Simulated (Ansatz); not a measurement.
# FH5SSi2: a ladder of functionals and wavefunction methods

One table from this session's results is given with a row withheld; the runs are named, their logs left out.

Method: functionals in def2-TZVPP, the program's frozen cores in correlated methods; program: Ansatz 0.2.0, Gaussian basis.

Levels to be run: LDA (SPW92), PBE-D4, revPBE-D4, BLYP-D4, r2SCAN-D4, B97M-V, PBE0-D4, B3LYP-D4, r2SCANh-D4, r2SCAN0-D4, HSE06-D4, BHLYP-D4, CAM-B3LYP-D4, LC-ωPBE, ωB97X-V, ωB97M-V, B2PLYP, PBE-QIDH; CCSD(T)/def2-SVP; CCSD(T)/def2-TZVPP; CCSD(T)/def2-QZVPP; extrapolation to the limit; RPA on PBE.

## Structure used throughout

All runs share one geometry, relaxed beforehand with PBE0-D4 in a triple-zeta def2 set.

9 atoms, charge 0, spin multiplicity 1.

Atoms are counted from 1 here; the program's logs count them from 0.

Bond lengths: F1–Si2 1.598 Å, Si2–S3 2.114 Å, Si2–H5 1.479 Å, Si2–H6 1.479 Å, S3–Si4 2.147 Å, Si4–H7 1.482 Å, Si4–H8 1.482 Å, Si4–H9 1.485 Å. Angles: F1–Si2–S3 111.3°, F1–Si2–H5 108.5°, F1–Si2–H6 106.4°, S3–Si2–H5 106.5°, S3–Si2–H6 111.3°, H5–Si2–H6 112.8°, Si2–S3–Si4 98.9°, S3–Si4–H7 106.6°, S3–Si4–H8 110.8°, S3–Si4–H9 109.5°, H7–Si4–H8 109.8°, H7–Si4–H9 110.5°, H8–Si4–H9 109.6°.

The first run:

Input file in.yaml:

```yaml
crystal:
  periodic: [false, false, false]
  atoms:
    - {symbol: F, position_ang: [-1.295588, 1.125796, -1.455504]}
    - {symbol: Si, position_ang: [0.141077, 1.390212, -0.806560]}
    - {symbol: S, position_ang: [1.247524, -0.403098, -0.636293]}
    - {symbol: Si, position_ang: [-0.002167, -1.430878, 0.774804]}
    - {symbol: H, position_ang: [0.908217, 2.274027, -1.710335]}
    - {symbol: H, position_ang: [-0.104119, 1.999172, 0.519213]}
    - {symbol: H, position_ang: [0.880605, -2.352075, 1.529300]}
    - {symbol: H, position_ang: [-1.056862, -2.204852, 0.077808]}
    - {symbol: H, position_ang: [-0.630089, -0.444603, 1.690369]}
basis:
  gaussian: {orbitals: def2-TZVPP}
hamiltonian: {xc: lda}
output: {orbitals: {seedname: orbitals}}
```

Command:

```
$ ansatz run in.yaml --threads 2 --pin off --events-out ev --progress --plain --max-ram 32768MiB --backend cpu
```

Steps of the session up to this table: LDA; PBE-D4 (GGA); revPBE-D4 (GGA); BLYP-D4 (GGA); r2SCAN-D4 (meta-GGA); B97M-V (meta-GGA); B3LYP-D4 (hybrid); r2SCANh-D4 (hybrid); r2SCAN0-D4 (hybrid); HSE06-D4 (hybrid); BHLYP-D4 (hybrid); CAM-B3LYP-D4 (range-separated); LC-ωPBE (range-separated); ωB97X-V (range-separated); ωB97M-V (range-separated); B2PLYP (double hybrid); PBE-QIDH (double hybrid).

One of the session's tables, all rows but one given; the rest of the session is left out.

It belongs to the step «Orbital energies across the functionals». 

| functional | HOMO (eV) | gap (eV) |
| --- | --- | --- |
| LDA (SPW92) | -6.81 | 5.48 |
| PBE-D4 | -6.71 | 5.64 |
| revPBE-D4 | -6.67 | 5.70 |
| BLYP-D4 | -6.53 | 5.62 |
| r2SCAN-D4 | -7.00 | 6.31 |
| B97M-V | -7.16 | 6.28 |
| PBE0-D4 | ? | ? |
| B3LYP-D4 | -7.65 | 7.27 |
| r2SCANh-D4 | -7.44 | 7.04 |
| r2SCAN0-D4 | -8.10 | 8.13 |
| HSE06-D4 | -7.51 | 6.94 |
| BHLYP-D4 | -8.96 | 9.69 |
| CAM-B3LYP-D4 | -9.19 | 10.03 |
| LC-ωPBE | -10.59 | 12.58 |
| ωB97X-V | -10.24 | 12.11 |
| ωB97M-V | -10.07 | 11.64 |

Estimate the missing values for PBE0-D4.

As computed: HOMO (eV): -7.91; gap (eV): 7.71. In the column «HOMO (eV)» it lies between r2SCAN0-D4 (-8.10) and B3LYP-D4 (-7.65).
